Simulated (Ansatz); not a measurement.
This was printed by a script on Ansatz 0.2.0 through its Python package, for a band structure of Ta2O5, space group C2. What did the script look like? Level of theory: PBEsol, PAW, cutoff 550 eV, 6×6×4 k-points, fixed occupations.

The script reads `POSCAR_ta2o5`:
```text
Ta2O5
1.0
   2.61260000   -2.34955000    0.00000000
   2.61260000    2.34955000    0.00000000
  -1.82822121    0.00000000    5.56056641
Ta O
2 5
Direct
   0.21720000    0.21720000    0.26960000
   0.78280000    0.78280000    0.73040000
   0.02500000    0.35300000    0.93400000
   0.64700000    0.97500000    0.06600000
   0.40900000    0.77100000    0.32300000
   0.22900000    0.59100000    0.67700000
   0.79900000    0.20100000    0.50000000
```

```console
$ python bands_ta2o5.py
F = E - TS               -22418.59480 eV
E                        -22418.59480 eV
Harris-Foulkes           -22418.59480 eV
Fermi level                  14.65606 eV
largest force 9.7941 eV/A on atom 4
[[ 2.1718  5.8501 -2.7137]
 [-2.1718  5.8501  2.7137]
 [-1.9794 -0.6197  0.826 ]
 [ 1.9794 -0.6197 -0.826 ]
 [-7.3043 -6.1522  2.173 ]
 [ 7.3043 -6.1522 -2.173 ]
 [ 0.      1.8436  0.    ]]
other functionals on this density (not self-consistent, eV)
lda {'e_xc_with_core_ev': -17854.904, 'free_energy_ev': -22143.364}
blyp {'e_xc_with_core_ev': -18471.562, 'free_energy_ev': -22760.052}
pbesol {'e_xc_with_core_ev': -18130.127, 'free_energy_ev': -22418.595}
zero of the bands: 14.656 eV, the Fermi level found on the SCF mesh
band 27: -1.768 to -1.292 eV
band 28: -1.271 to 0.000 eV
band 29: 0.398 to 1.753 eV
band 30: 1.764 to 2.407 eV
```

One script that gives this output:

`bands_ta2o5.py`:
```python
# -*- coding: utf-8 -*-
"""Band structure of Ta2O5."""

from dataclasses import dataclass

import ansatz
from ase.io import read
import matplotlib.pyplot as plt
import numpy as np


@dataclass(frozen=True)
class RunConfig:
    filling: str = "fixed"
    kmesh: tuple[int, ...] = (6, 6, 4)
    cutoff: int = 550
    extra_bands: int = 6


opts = RunConfig()

atoms = read("POSCAR_ta2o5", format="vasp")
cell = ansatz.Crystal.from_ase(atoms)

# vertices of the path, as fractions of the reciprocal vectors
path = [
    ("C_2", (-0.52595, -0.47405, 0.0)),
    ("Y_2", (-0.5, -0.5, 0.0)),
    ("G", (0.0, 0.0, 0.0)),
    ("M_2", (-0.5, -0.5, 0.5)),
    ("D", (-0.58842, -0.41158, 0.5)),
]
base = (
    cell.calculation()
    .functional(ansatz.Functional.PBESOL)
    .occupations(opts.filling)  # whole-number filling, right only where there is a gap
    .pseudopotentials("paw")
    .kpoints(*opts.kmesh, center="gamma")  # sampling of the Brillouin zone
    .basis(opts.cutoff)
    .band_structure([point for _, point in path], intervals=8)
    .scf(extra_bands=opts.extra_bands)
    .forces()  # minus the gradient of the free energy
    .xc_energy_on_converged_density(["lda", "blyp", "pbesol"])
)
result = base.run()
summary = result.report

print("%-22s %14.5f eV" % ("F = E - TS", summary["free_energy_ev"]))
print("%-22s %14.5f eV" % ("E", summary["internal_energy_ev"]))
print("%-22s %14.5f eV" % ("Harris-Foulkes", summary["harris_foulkes_ev"]))
print("%-22s %14.5f eV" % ("Fermi level", summary["fermi_energy_ev"]))

# forces in eV per angstrom
forces = np.array(summary["forces_ev_ang"])
norms = np.linalg.norm(forces, axis=1)
print("largest force {:.4f} eV/A on atom {}".format(norms.max(), norms.argmax()))
print(np.array2string(forces, precision=4, suppress_small=True))

print("other functionals on this density (not self-consistent, eV)")
for entry in summary.get("xc_energy_on_converged_density", []):
    print(entry["functional"], {k: round(v, 3) for k, v in entry.items() if isinstance(v, float)})

bands = result.band_structure()
fermi = bands.fermi_energy_ev
print(f"zero of the bands: {fermi:.3f} eV, the Fermi level found on the SCF mesh")
reciprocal = 2 * np.pi * np.linalg.inv(result.lattice.cell_ang).T
steps = np.linalg.norm(np.diff(bands.kpoints_frac @ reciprocal, axis=0), axis=1)
distance = np.concatenate([[0], np.cumsum(steps)])
fig, ax = plt.subplots(figsize=(5, 4))
for channel, colour in zip(bands.channels, ("C0", "C3")):
    ax.plot(distance, channel.eigenvalues_ev - fermi, colour, lw=1)
ax.set_xticks(distance[::8], [label for label, _ in path])
ax.set(ylim=(-8, 8), ylabel="E - E_F (eV)", xlim=(0, distance[-1]))
ax.grid(axis="x")
fig.savefig("bands.png", dpi=100)
first = bands.channels[0].eigenvalues_ev - fermi
near = np.argsort(np.abs(first.mean(axis=0)))[:4]
for band in sorted(near):
    print(f"band {band + 1}: {first[:, band].min():.3f} to {first[:, band].max():.3f} eV")
```

Caveats:
- Absolute energies stand on the zero of these potentials, so only differences at equal settings mean something. A total without «per atom» is that of the cell as typed.
- The run is spin-unpolarised.
- The computed bands are complete only to about 3.9 eV above the Fermi level.
- The Fermi level of a run with fixed occupations marks the highest occupied state on its mesh, not mid-gap.
- Only differences from the Fermi energy are physical; the zero of the scale is a convention.
- The structure is a deposited one; some such entries were measured under pressure or heat, so a shift against it needn't be the functional's error alone.
- Levels are Kohn-Sham eigenvalues on this mesh, without spin-orbit coupling.
- Finished in 22 s on 1 thread of Intel(R) Xeon(R) Processor @ 2.30GHz, on a shared host, peak memory 0.65 GiB.
